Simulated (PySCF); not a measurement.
# CH7B2N: the cost of one run

Computed with PySCF 2.14.0, with density-fitted response routines of our own, on a single molecule in the gas phase. Atoms are numbered from 0 throughout.

**1. The starting structure**

11 atoms, charge 0, multiplicity 1; geometry from: GFN2-xTB. The atoms were then displaced at random by about 0.01 Å, so the start is not that level's minimum.

Bonds of the start (Å): B0–C1 1.52, C1–B2 1.59, B2–N3 1.42, B0–H4 1.19, B0–H5 1.18, C1–H6 1.10, C1–H7 1.07, B2–H8 1.15, N3–H9 0.97, N3–H10 1.02.

**2. Optimising the geometry at PBE0-D3(BJ)/def2-SVP**

Job settings and geometry (Å):

```
{"job": {"xc": "PBE0", "basis": "def2-SVP", "d3": "d3bj", "grid": 1, "shake": 0.01, "kind": "geom"}, "charge": 0, "multiplicity": 1}
B     -1.615480     0.329270    -0.361770
C     -0.624100    -0.543240     0.398670
B      0.737500    -0.453400    -0.420570
N      1.751180     0.468000    -0.033600
H     -1.742740     1.486750    -0.114610
H     -2.280350    -0.080530    -1.245020
H     -0.437970    -0.197480     1.421170
H     -0.912260    -1.576980     0.425870
H      0.976060    -1.142900    -1.308830
H      2.602930     0.578140    -0.480020
H      1.583340     1.106530     0.742960
```

On the command line:

```bash
> OMP_NUM_THREADS=1 python probes_run.py task.json out
```

This one command runs all jobs of the session in turn.

Q: Estimate the wall time and peak memory of this first job on 1 thread of Arm Neoverse V1, shared host.

About 21 s, with a peak of 0.37 GiB.
